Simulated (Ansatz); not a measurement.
# CH6BNSSi: a ladder of functionals and wavefunction methods

One table from this session's results is given with a row withheld; the runs are named, their logs left out.

The runs use Ansatz 0.2.0, Gaussian basis; functionals in def2-TZVPP, the program's frozen cores in correlated methods.

The runs, in order: PBE-D4, r2SCAN-D4, PBE0-D4, B3LYP-D4, ωB97X-V, ωB97M-V, B2PLYP; CCSD(T)/def2-TZVPP; MP2/def2-QZVPP; extrapolation to the limit.

## The geometry

The geometry comes from an earlier relaxation with PBE0-D4 in a triple-zeta def2 set; it is a stationary point, not always the lowest conformer.

SMILES `BSC(=N)[SiH3]`, 11 atoms, charge 0, spin multiplicity 1.

Atoms are counted from 1 here; the program's logs count them from 0.

Bond lengths: B1–S2 1.759 Å, B1–H6 1.191 Å, B1–H7 1.190 Å, S2–C3 1.799 Å, C3–N4 1.264 Å, C3–Si5 1.902 Å, N4–H8 1.024 Å, Si5–H9 1.484 Å, Si5–H10 1.480 Å, Si5–H11 1.484 Å. Angles: S2–B1–H6 115.8°, S2–B1–H7 121.9°, H6–B1–H7 122.4°, B1–S2–C3 107.1°, S2–C3–N4 120.1°, S2–C3–Si5 122.8°, N4–C3–Si5 117.2°, C3–N4–H8 113.2°, C3–Si5–H9 110.1°, C3–Si5–H10 106.0°, C3–Si5–H11 110.1°, H9–Si5–H10 110.6°, H9–Si5–H11 109.4°, H10–Si5–H11 110.6°.

The first run:

File in.yaml:

```yaml
crystal:
  periodic: [false, false, false]
  atoms:
    - {symbol: B, position_ang: [-1.792406, 1.084669, 0.237166]}
    - {symbol: S, position_ang: [-1.273088, -0.305548, 1.182043]}
    - {symbol: C, position_ang: [0.328275, -0.815082, 0.539776]}
    - {symbol: N, position_ang: [0.930615, -1.802651, 1.049920]}
    - {symbol: Si, position_ang: [1.188346, 0.074693, -0.905041]}
    - {symbol: H, position_ang: [-2.846369, 1.550260, 0.537719]}
    - {symbol: H, position_ang: [-1.128453, 1.528298, -0.645553]}
    - {symbol: H, position_ang: [0.414965, -2.235552, 1.821098]}
    - {symbol: H, position_ang: [1.441476, 1.493417, -0.551506]}
    - {symbol: H, position_ang: [2.463746, -0.642127, -1.125150]}
    - {symbol: H, position_ang: [0.338392, 0.012524, -2.119774]}
basis:
  gaussian: {orbitals: def2-TZVPP}
hamiltonian: {xc: pbe, dispersion: d4}
output: {forces: true, orbitals: {seedname: orbitals}}
```

On the command line:

```sh
> ansatz run in.yaml --threads 4 --pin off --events-out ev --progress --plain --max-ram 10444MiB
```

Among the steps run: PBE-D4 (GGA); r2SCAN-D4 (meta-GGA); PBE0-D4 (hybrid); B3LYP-D4 (hybrid); ωB97X-V (range-separated); ωB97M-V (range-separated); B2PLYP (double hybrid); CCSD(T) in def2-TZVPP; MP2 in def2-QZVPP.

One table of the session follows, with a row left open; its other results are not shown here.

It belongs to the step «Atomisation energies». 

```
            method  atomisation energy (kJ/mol)
            PBE-D4                       3879.9
         r2SCAN-D4                       3809.8
           PBE0-D4                       3803.0
          B3LYP-D4                       3810.8
           ωB97X-V                       3816.2
           ωB97M-V                       3814.6
            B2PLYP                       3752.1
     HF/def2-TZVPP                       2705.6
    MP2/def2-TZVPP                       3721.9
   CCSD/def2-TZVPP                       3603.6
CCSD(T)/def2-TZVPP                       3672.6
           MP2/CBS                       3829.9
       CCSD(T)/CBS                            ?
```

Q: Estimate the row for CCSD(T)/CBS from the others.

**Answer.** atomisation energy (kJ/mol): 3780.5. In the column «atomisation energy (kJ/mol)» it lies between B2PLYP (3752.1) and PBE0-D4 (3803.0).

Limits of these values: Free atoms (1 B, 1 S, 1 C, 1 N, 1 Si, 6 H) were run apart at each level; the atomisation energy is their sum less the molecule, without zero-point or spin-orbit terms.
